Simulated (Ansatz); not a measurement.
# CH₅FNSi radical: one species, many methods

Aim: compute CH₅FNSi radical with functionals from several rungs and with coupled cluster, and see how far each lands from CCSD(T) at the basis-set limit for the atomisation energy.

Program: Ansatz 0.2.0, Gaussian basis. Level of theory: functionals in def2-TZVPP, the program's frozen cores in correlated methods. These are calculated values, not measurements.

The runs, in order: LDA (SPW92), PBE-D4, revPBE-D4, BLYP-D4, r2SCAN-D4, B97M-V, PBE0-D4, B3LYP-D4, r2SCANh-D4, r2SCAN0-D4, HSE06-D4, BHLYP-D4, CAM-B3LYP-D4, LC-ωPBE, ωB97X-V, ωB97M-V, B2PLYP, PBE-QIDH; CCSD(T)/def2-SVP; CCSD(T)/def2-TZVPP; MP2/def2-QZVPP; extrapolation to the limit; RPA on PBE.

### Step 1. The geometry

An earlier PBE0-D4 in a triple-zeta def2 set relaxation fixed the geometry.

SMILES `C[SiH]([NH])F`, 9 atoms, charge 0, spin multiplicity 2.

Atoms are counted from 1 here; the program's logs count them from 0.

Bond lengths: C1–Si2 1.852 Å, C1–H5 1.092 Å, C1–H6 1.092 Å, C1–H7 1.093 Å, Si2–N3 1.731 Å, Si2–F4 1.606 Å, Si2–H8 1.485 Å, N3–H9 1.020 Å. Angles: Si2–C1–H5 110.9°, Si2–C1–H6 110.3°, Si2–C1–H7 110.1°, H5–C1–H6 108.4°, H5–C1–H7 108.4°, H6–C1–H7 108.7°, C1–Si2–N3 109.0°, C1–Si2–F4 108.5°, C1–Si2–H8 113.1°, N3–Si2–F4 113.9°, N3–Si2–H8 105.7°, F4–Si2–H8 106.7°, Si2–N3–H9 117.8°.

### Step 2. LDA

This LDA is Slater exchange with PW92 correlation.

The input, in.yaml:

```yaml
crystal:
  periodic: [false, false, false]
  atoms:
    - {symbol: C, position_ang: [-0.394081, 1.112026, -0.371788]}
    - {symbol: Si, position_ang: [-0.145814, -0.646657, 0.154161]}
    - {symbol: N, position_ang: [1.352949, -0.771582, 1.010697]}
    - {symbol: F, position_ang: [-0.231671, -1.584617, -1.146396]}
    - {symbol: H, position_ang: [0.400013, 1.432152, -1.049858]}
    - {symbol: H, position_ang: [-0.390539, 1.771121, 0.498684]}
    - {symbol: H, position_ang: [-1.351504, 1.218458, -0.887213]}
    - {symbol: H, position_ang: [-1.187652, -1.126366, 1.097249]}
    - {symbol: H, position_ang: [2.036999, -1.450935, 0.677463]}
basis:
  gaussian: {orbitals: def2-TZVPP}
magnetization: {spin_polarized: true, initial_magnetization: 1}
hamiltonian: {xc: lda}
output: {orbitals: {seedname: orbitals}}
```

On the command line:

```sh
ansatz run in.yaml --threads 4 --pin off --events-out ev --progress --plain --max-ram 10444MiB
```

After this run come: PBE-D4 (GGA); revPBE-D4 (GGA); BLYP-D4 (GGA); r2SCAN-D4 (meta-GGA); B97M-V (meta-GGA); B3LYP-D4 (hybrid); r2SCANh-D4 (hybrid); r2SCAN0-D4 (hybrid); HSE06-D4 (hybrid); BHLYP-D4 (hybrid); CAM-B3LYP-D4 (range-separated); LC-ωPBE (range-separated); ωB97X-V (range-separated); ωB97M-V (range-separated); B2PLYP (double hybrid); PBE-QIDH (double hybrid); CCSD(T) in def2-SVP; CCSD(T) in def2-TZVPP; MP2 in def2-QZVPP; RPA on PBE orbitals.

Before running them: what should the planned runs give, taken together? Wanted: atomisation energy, CCSD(T)/CBS; farthest beyond LDA; mean size of error, GGA; mean size of error, meta-GGA; mean size of error, hybrid; mean size of error, range-separated; mean size of error, double hybrid; gap, smallest and largest; T1 diagnostic.

The runs gave:

```
                               quantity                                                                                           value
        atomisation energy, CCSD(T)/CBS                                                                                  770.0 kcal/mol
functionals within 3.9 kcal/mol (0.5 %)  BLYP-D4, r2SCAN-D4, B97M-V, PBE0-D4, B3LYP-D4, r2SCANh-D4, HSE06-D4, LC-ωPBE, ωB97X-V, ωB97M-V
                    farthest beyond LDA                                                                       BHLYP-D4 (-17.8 kcal/mol)
                mean size of error, GGA                                                                                    6.6 kcal/mol
           mean size of error, meta-GGA                                                                                    2.6 kcal/mol
             mean size of error, hybrid                                                                                    6.4 kcal/mol
    mean size of error, range-separated                                                                                    3.8 kcal/mol
      mean size of error, double hybrid                                                                                    8.2 kcal/mol
              gap, smallest and largest                                                       1.20 eV (LDA (SPW92)), 10.37 eV (LC-ωPBE)
                          T1 diagnostic                                                                                          0.0130
triples share of the correlation energy                                                                                           3.2 %
```

**Reading.** The LDA atomisation energy is off by 101.2 kcal/mol (13 %): it overbinds. PBE-D4 misses by +10.3 kcal/mol. Double hybrids carry the basis error of their MP2 part in triple zeta, and no dispersion term here, so their miss is partly the set-up's. The rungs meta-GGA, range-separated miss on average by less than the doubt on the reference (3.9 kcal/mol), so they tie. The reference freezes the cores and leaves out relativity and excitations past (T), so misses under about 3.9 kcal/mol can't be ranked. Hartree-Fock recovers 74 % of the binding; the rest is correlation. CCSD(T) in def2-SVP is off by -58.3 kcal/mol, so the small basis spoils what the method gains. Orbital gaps span 1.2 to 10.4 eV; exact exchange widens them.
